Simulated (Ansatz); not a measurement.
# CdPd: the cost of one run

Program: Ansatz 0.2.0. Level of theory: DFT r2SCAN, scalar-relativistic, plane waves, PAW. These are calculated values, not measurements.

### Step 1. The system as given

The structure is tetragonal, space group P4/mmm (No. 123). The conventional cell has a = 3.028 Å, b = 3.028 Å, c = 3.631 Å, α = 90.00°, β = 90.00°, γ = 90.00°. Cd (site symmetry 4/mmm) is surrounded by 8 Pd at 2.81 Å and 4 Cd at 3.03 Å. Pd (site symmetry 4/mmm) has 8 Cd at 2.81 Å and 4 Pd at 3.03 Å as nearest neighbours.

As a file:

```
CELL_PARAMETERS angstrom
3.02760 0.00000 0.00000
0.00000 3.02760 0.00000
0.00000 0.00000 3.63100
ATOMIC_POSITIONS crystal
Cd 0.00000 0.00000 0.00000
Pd 0.50000 0.50000 0.50000
```

The structure comes from the Crystallography Open Database.

### Step 2. Quick check of gap, pressure and forces

input.yaml reads:

```yaml
crystal:
  lattice:
    - [3.0276, 0.0, 0.0]
    - [0.0, 3.0276, 0.0]
    - [0.0, 0.0, 3.631]
  atoms:
    - { symbol: Cd, position: [0.0, 0.0, 0.0] }
    - { symbol: Pd, position: [0.5, 0.5, 0.5] }
basis:
  ecutwfc: 500
kpoints:
  mp_grid: { grid: [6, 6, 6] }
hamiltonian:
  xc: r2scan
scf:
  occupations: { method: gaussian, width: 0.1 }
output:
  forces: true
  stress: true
  eigenvalues: true
```

Q: Estimate wall time and peak memory on 1 thread of an x86-64 CPU, shared host.

About 2.4 s, with a peak of 0.44 GiB.
